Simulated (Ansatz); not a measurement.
Ta3AsAu2O13:

```xyz
19
Lattice="5.2424 3.0267 4.1427 -5.2424 3.0267 4.1427 0.0000 -6.0534 4.1427" Properties=species:S:1:pos:R:3 pbc="T T T"
Ta   -1.7887    1.0327    4.2854
Ta    0.0000   -2.0655    4.2854
Ta    1.7887    1.0327    4.2854
As    0.0000    0.0000    6.9446
Au    0.0000    0.0000   12.0005
Au    0.0000    0.0000    9.3342
O    -1.3566    0.7832    6.1532
O     0.0000   -1.5665    6.1532
O     1.3566    0.7832    6.1532
O     2.5380   -0.6359    3.6068
O    -0.7183    2.5159    3.6068
O    -1.8197   -1.8800    3.6068
O     1.8197   -1.8800    3.6068
O    -2.5380   -0.6359    3.6068
O     0.7183    2.5159    3.6068
O    -3.3469    1.9323    4.0073
O     0.0000   -3.8647    4.0073
O     3.3469    1.9323    4.0073
O     0.0000    0.0000    3.8329
```

The cell was built by a generator and needn't be a form met in nature.

Base run:

| Quantity | Value |
| --- | --- |
| Program | Ansatz 0.2.0 |
| Functional | PBE |
| Potentials or basis | Ansatz PAW |
| Cutoff | 420 eV (not typed: the program's choice for these potentials) |
| k mesh | 4 × 4 × 4 |
| Occupations | fermi-dirac, width 0.05 eV |
| Spin | no spin polarisation |
| Hubbard terms | Au d U = 2 eV, Ta d U = 2 eV |

Its results: band gap on the k mesh 1.09 eV, indirect (least direct gap 1.10 eV); pressure 0.5 GPa; largest force 0.351 eV/Å.

Task: The run is repeated on the same cell with these changes: hubbard terms from Au d U = 2 eV, Ta d U = 2 eV to none; hubbard projectors from ortho-atomic (the default) to none. What comes out?

Result: Band gap on the k mesh 1.07 eV, indirect (least direct gap 1.11 eV); pressure 0.0 GPa; largest force 0.007 eV/Å.

Caveats: spin-orbit coupling is left out, which moves the levels of the heavy elements.

A k mesh can miss the band edges.
